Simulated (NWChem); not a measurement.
# r2SCAN/6-311G(d,p) run of C2H2F4 (norflurane)

What is the electronic atomisation energy of C2H2F4 (norflurane) at r2SCAN/6-311G**? 

The calculation is run with NWChem 7.3.0.

## 1. The system as given

The species is C2H2F4 (8 atoms), meant as a singlet with charge 0. As SMILES, `FCC(F)(F)F`. Geometry: relaxed at PBE0-D4/def2-TZVP.

Bond lengths: F1–C2 1.364 Å, C2–C3 1.514 Å, C3–F4 1.332 Å, C3–F5 1.339 Å, C3–F6 1.332 Å, C2–H7 1.092 Å, C2–H8 1.092 Å. Some angles: F1–C2–C3 109.8°, C2–C3–F4 111.9°, C2–C3–F5 108.9°, C2–C3–F6 111.9°, F4–C3–F5 108.1°, F4–C3–F6 107.9°, F5–C3–F6 108.1°, F1–C2–H7 109.7°, F1–C2–H8 109.7°, C3–C2–H7 108.6°.

## 2. A single-point energy at r2SCAN/6-311G(d,p) (run 1)

The input, work.nw:

```
start work
title "C2H2F4 r2SCAN"
memory stack 880 mb heap 220 mb global 1100 mb

geometry units angstrom noautosym nocenter noautoz
   F     -0.224600    -1.506500     0.915200
   C     -0.211200    -0.737800    -0.211700
   C      0.211200     0.674300     0.135500
   F      1.434400     0.711300     0.662400
   F      0.217100     1.411800    -0.982100
   F     -0.624600     1.243600     1.002900
   H      0.502000    -1.148600    -0.930100
   H     -1.212300    -0.705100    -0.647900
end

basis "ao basis" spherical bse
   F library 6-311G**
   C library 6-311G**
   H library 6-311G**
end

dft
   xc r2scan
   grid fine
   convergence energy 1e-08
   iterations 100
   mulliken
   noprint "final vectors analysis"
end

task dft energy
```

Run with:

```bash
$ nwchem work.nw > work.out
```

What it wrote:

```text
[...]
          Wavefunction type:  closed shell.
          No. of atoms     :     8
          No. of electrons :    50
[...]
          Charge           :     0
          Spin multiplicity:     1
[...]
          AO basis - number of functions:   120
[...]
              XC Information
              --------------
                      r^2SCAN Method XC Functional
               r^2SCAN metaGGA Exchange Functional  1.000
                     r^2SCAN Correlation Potential  1.000
[...]
 d= 0,ls=0.0,diis     1   -476.5180234349 -7.50D+02  1.25D-02  2.20D+00     2.4
[...]
 d= 0,ls=0.0,diis    10   -476.7195666696 -1.27D-09  1.59D-07  2.28D-09    18.9
         Total DFT energy =     -476.719566669572
      One electron energy =    -1203.957459917557
           Coulomb energy =      507.573384197129
    Exchange-Corr. energy =      -53.375471713204
 Nuclear repulsion energy =      273.039980764060
[...]
      Total Density - Mulliken Population Analysis
     ---------------------------------------------
    Atom       Charge   Shell Charges
 -----------   ------   -------------------------------------------------------
    1 F    9     9.24   1.08  0.92  1.17  1.09  2.34  0.87  1.76  0.00
    2 C    6     5.97   1.11  0.88  0.61  0.78  1.54  0.37  0.59  0.10
    3 C    6     5.45   1.11  0.88  0.55  0.83  1.43  0.04  0.32  0.28
    4 F    9     9.19   1.08  0.92  1.17  1.10  2.36  0.86  1.71  0.01
    5 F    9     9.20   1.08  0.92  1.17  1.10  2.35  0.86  1.72  0.01
    6 F    9     9.19   1.08  0.92  1.17  1.10  2.36  0.86  1.71  0.01
    7 H    1     0.88   0.27  0.50  0.08  0.03
    8 H    1     0.88   0.27  0.50  0.08  0.03
[...]
```

Run time: 20 s. Hardware: 1 thread of Intel Xeon 6975P-C (Granite Rapids), shared host; peak memory 0.11 GiB.

## 3. The C atom (run 2)

The input, c.nw:

```
start c
title "C"
memory stack 880 mb heap 220 mb global 1100 mb

geometry units angstroms noautosym nocenter noautoz
 C      0.000000     0.000000     0.000000
end

basis spherical bse
 * library 6-311G**
end

dft
 xc r2scan
 mult 3
 grid fine
 convergence energy 1e-08
 iterations 100
 mulliken
 print low
end

task dft
```

Run the same way, it converges to -37.82968 Eh (log not shown).

Run 3 isn't shown in full; the table further down has it.

## 4. The H atom at the same level (run 4)

The input, test.nw:

```
echo
start test
title "H"
memory 2200 mb
charge 0

geometry units au noautosym nocenter noautoz
  H   0.00000000  0.00000000  0.00000000
end

basis "ao basis" spherical bse
  * library 6-311G**
end

dft
  xc r2scan
  mult 2
  grid fine
  convergence energy 1e-08
  maxiter 100
  mulliken
  noprint "final vectors analysis"
end

task dft energy
```

Run the same way, it converges to -0.49993 Eh (log not shown).

## 5. All runs side by side

| run | level | partner | energy (Eh) | wall time |
| --- | --- | --- | --- | --- |
| 1 | r2SCAN/6-311G** | base | -476.719567 | 20 s |
| 2 | U-r2SCAN/6-311G** | atoms | -37.829679 | 0.78 s |
| 3 | U-r2SCAN/6-311G** | atoms | -99.712081 | 0.78 s |
| 4 | U-r2SCAN/6-311G** | atoms | -0.499928 | 0.62 s |

## 6. Results

Level: r2SCAN/6-311G**.

| quantity | value |
| --- | --- |
| H atom: total energy | -0.49993 Eh |
| H atom: ⟨S²⟩ | 0.750 |
| electronic atomisation energy | 32.981 eV |

**Reading.** Taking the molecule apart into free atoms costs 32.98 eV (3182 kJ/mol), before zero-point energy and without spin-orbit coupling. All runs together took 22 s, the longest 20 s.
